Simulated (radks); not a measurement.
**Ta³⁺ in [Xe] 4f14 5d2: an all-electron calculation**

Wanted: eigenvalues, radial structure and energy terms of the tantalum ion Ta3+.

The numbers are computed with radks (a radial shooting solver on a logarithmic mesh, Libxc functionals) version 1 (scalar-relativistic Kohn-Sham, PBEsol, spin-unpolarised, spherical densities, finite nucleus), except any that are marked as measured or tabulated.

## Step 1: The atom as given

- element: tantalum (Z = 73)
- charge: +3
- electrons: 70
- configuration: [Xe] 4f14 5d2
- nuclear rms radius: 5.3507 fm

Outer shells as boxes (Hund's rule):

Ta³⁺
```
[Xe] core
4f [↑↓][↑↓][↑↓][↑↓][↑↓][↑↓][↑↓]
5d [↑ ][↑ ][  ][  ][  ]
```

## Step 2: Self-consistent calculation

Settings of this run:

```text
Z 73
configuration [Xe] 4f14 5d2 6s0 6p0 5f0 6d0
relativity scalar-relativistic
functional pbe_sol,pbe_sol
spin unpolarised
nucleus finite rms 5.3507 fm
c 137.035999084
```

**Question.** What will this run give?

**Answer**, as computed:

```
                        quantity                value
                    total energy  -15595.9067 hartree
exchange-correlation share of it               1.99 %
                            −T/E               1.0983
          highest occupied level       5d, -29.131 eV
    most extended occupied level  5d, <r> = 1.84 bohr
 radius at density 0.001 e/bohr³            3.38 bohr
    maxima of the radial density                    4
         ionisation energy, NIST       35 (theory) eV
```

The radial density shows 4 maxima for 5 occupied principal shells; where shells overlap, one shows as a shoulder or not at all. Relativity lifts −T/E to 1.098. Minus the highest eigenvalue, 29.131 eV, is 83 % of the tabulated ionisation energy (35 eV); the potential of a semilocal functional falls off too fast, so its top eigenvalue is too shallow. Spin polarisation and multiplet splitting are left out. Spin-orbit splitting is averaged out at the scalar-relativistic level.
